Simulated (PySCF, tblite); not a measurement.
# C₄H₁₀BrClSi₂: geometry, infrared bands and NMR shifts

What infrared bands and NMR shifts should C₄H₁₀BrClSi₂ (`C[SiH2]/C(Br)=C/[SiH2]CCl`) show?

The runs use tblite 0.8.0 and PySCF 2.14.0, with density-fitted response routines of our own; the level of theory stands in each step. All values are computed, except where a source is named. Atoms are numbered from 0 throughout.

## 1. The starting structure

18 atoms, charge 0, multiplicity 1; geometry from: force field or distance geometry start.

Bonds of the start (Å): C0–Si1 1.85, Si1–C2 1.87, C2–Br3 1.89, C2–C4 1.33, C4–Si5 1.85, Si5–C6 1.87, C6–Cl7 1.78, C0–H8 1.12, C0–H9 1.10, C0–H10 1.12, Si1–H11 1.47, Si1–H12 1.47, C4–H13 1.09, Si5–H14 1.48, Si5–H15 1.47, C6–H16 1.11, C6–H17 1.12.

## 2. Relaxing the molecule with GFN2-xTB

Job settings and geometry (Å):

```
{"job": {"kind": "relax", "xc": "GFN2-xTB", "basis": "xTB"}, "charge": 0, "multiplicity": 1}
C     -3.640200     0.192700     0.216800
Si    -2.071400     0.689400    -0.628300
C     -0.621000    -0.096500     0.243800
Br    -0.886700    -1.063400     1.848200
C      0.618800    -0.007000    -0.215800
Si     2.045000    -0.795800     0.653900
C      3.665100    -0.006800     0.141800
Cl     3.693300     1.720300     0.582900
H     -4.470900     0.668100    -0.367100
H     -3.843000    -0.888600     0.169700
H     -3.687300     0.489100     1.298200
H     -2.128900     0.142700    -1.994500
H     -1.869000     2.142800    -0.665200
H      0.858300     0.528900    -1.133800
H      2.149100    -2.217500     0.252500
H      1.865100    -0.809900     2.111500
H      3.799100    -0.130800    -0.950500
H      4.515700    -0.551300     0.630100
```

Launch:

```
$ OMP_NUM_THREADS=1 python probes_run.py task.json out
```

This one command runs all jobs of the session in turn.

**Question.** This job is followed by: GFN2-xTB harmonic vibrations, gas phase; GIAO PBE0/pcSseg-1 NMR shielding, non-relativistic, gas phase. What will the session give for the following? strongest single infrared mode (GFN2-xTB); zero-point energy (GFN2-xTB); 13C shifts against TMS (PBE0/pcSseg-1); 1H shifts against TMS (PBE0/pcSseg-1, means over atoms taken as alike); 29Si shifts against TMS (PBE0/pcSseg-1); 79Br shifts against HBr (PBE0/pcSseg-1); 35Cl shifts against HCl (PBE0/pcSseg-1); surface potential, 1st and 99th percentile.

The runs gave:

| quantity | value |
| --- | --- |
| strongest single infrared mode (GFN2-xTB) | 759 cm⁻¹, 305 km/mol |
| zero-point energy (GFN2-xTB) | 74.6 kcal/mol |
| 13C shifts against TMS (PBE0/pcSseg-1) | 172.1, 152.3, 29.9, -5.2 ppm |
| 1H shifts against TMS (PBE0/pcSseg-1, means over atoms taken as alike) | 7.06, 4.69, 4.63, 3.03, 0.48 ppm |
| 29Si shifts against TMS (PBE0/pcSseg-1) | -42.3, -57.4 ppm |
| 79Br shifts against HBr (PBE0/pcSseg-1) | 689 ppm |
| 35Cl shifts against HCl (PBE0/pcSseg-1) | 27 ppm |
| surface potential, 1st and 99th percentile | -0.71 V and 1.12 V |

The optimisation took 81 steps and gained 0.353 eV; among the close pairs (by a distance rule), C0–Si1 changed most, from 1.850 to 1.891 Å. The lowest mode is imaginary (26i cm⁻¹), so the xTB geometry is not a minimum. The strongest single mode, at 759 cm⁻¹, is spread over many atoms; the largest shares are those of H11, H12. GFN2-xTB is a fitted tight-binding method: band positions and strengths are rough. Its intensities can rank the bands wrongly. C2 stands next to heavy halogen, whose spin-orbit shielding this run leaves out, so the computed shift lies too far downfield, most of all for carbon beside Br or I. H13 (hydrogen on an alkene CH) lies farthest downfield among hydrogen, at 7.06 ppm; olefinic region. At PBE0/pcSseg-1: The widest tensor belongs to Br3: span 1379 ppm, with a paramagnetic part of -1193 ppm. At PBE0/pcSseg-1, counted by nearest atom on the grid, the HOMO lies on Br3 42 %; C4 27 %, the LUMO on C2, C4 about 31 % each; H13 7 %. Spin-orbit coupling is left out, which matters for shieldings and couplings at and beside the heavy atoms.
